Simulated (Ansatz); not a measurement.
# H4ISi: the cost of one run

Computed with Ansatz 0.2.0, Gaussian basis. Level: PBE0-D4/def2-SVP, unrestricted.

21 further runs of the same task are left out: 1 that didn't finish, 20 set aside as unsound or not needed.

### Step 1. The system as given

The first end: 6 atoms, charge 0, spin multiplicity 2.

Atoms are counted from 1 here; the program's logs count them from 0.

Bond lengths: I1–Si2 2.439 Å, Si2–H4 1.481 Å, Si2–H5 1.481 Å, Si2–H6 1.481 Å. Angles: I1–Si2–H4 108.5°, I1–Si2–H5 108.5°, I1–Si2–H6 108.5°, H4–Si2–H5 110.5°, H4–Si2–H6 110.5°, H5–Si2–H6 110.5°.

As a file:

```xyz
6
H4ISi
I    -0.6063   -0.5490   -0.9653
Si    0.4195    0.4060    1.0310
H    -1.6637   -1.6262   -4.3105
H     1.2252   -0.6456    1.6931
H    -0.6572    0.8777    1.9320
H     1.2826    1.5371    0.6196
```

The second end:

```
I    -0.8447   -0.8019   -1.9082
Si    0.4515    0.4335    1.0271
H    -1.4524   -1.3910   -3.2999
H     1.2193   -0.6737    1.6494
H    -0.6970    0.8544    1.8679
H     1.3233    1.5786    0.6637
```

### Step 2. The band at PBE0-D4/def2-SVP

File neb/in.yaml:

```yaml
crystal:
  periodic: [false, false, false]
  atoms:
    - {symbol: I, position_ang: [-0.606299, -0.548978, -0.965271]}
    - {symbol: Si, position_ang: [0.419466, 0.406008, 1.031025]}
    - {symbol: H, position_ang: [-1.663740, -1.626178, -4.310483]}
    - {symbol: H, position_ang: [1.225182, -0.645598, 1.693106]}
    - {symbol: H, position_ang: [-0.657186, 0.877678, 1.931995]}
    - {symbol: H, position_ang: [1.282578, 1.537067, 0.619626]}
basis:
  gaussian: {orbitals: def2-SVP}
magnetization: {spin_polarized: true, initial_magnetization: 1}
hamiltonian: {xc: pbe0, dispersion: d4}
neb:
  images: 5
  climbing: true
  max_iterations: 40
  initial_path: idpp
  final_atoms:
    - {symbol: I, position_ang: [-0.844671, -0.801890, -1.908160]}
    - {symbol: Si, position_ang: [0.451485, 0.433496, 1.027086]}
    - {symbol: H, position_ang: [-1.452393, -1.390977, -3.299914]}
    - {symbol: H, position_ang: [1.219281, -0.673678, 1.649366]}
    - {symbol: H, position_ang: [-0.696976, 0.854417, 1.867904]}
    - {symbol: H, position_ang: [1.323274, 1.578633, 0.663719]}
```

On the command line:

```
ansatz run in.yaml --threads 4 --pin off --events-out ev --progress --plain --max-ram 9574MiB
```

**Question.** How long does this run take on 4 threads of Arm Neoverse V2, shared host?

About 56 s.
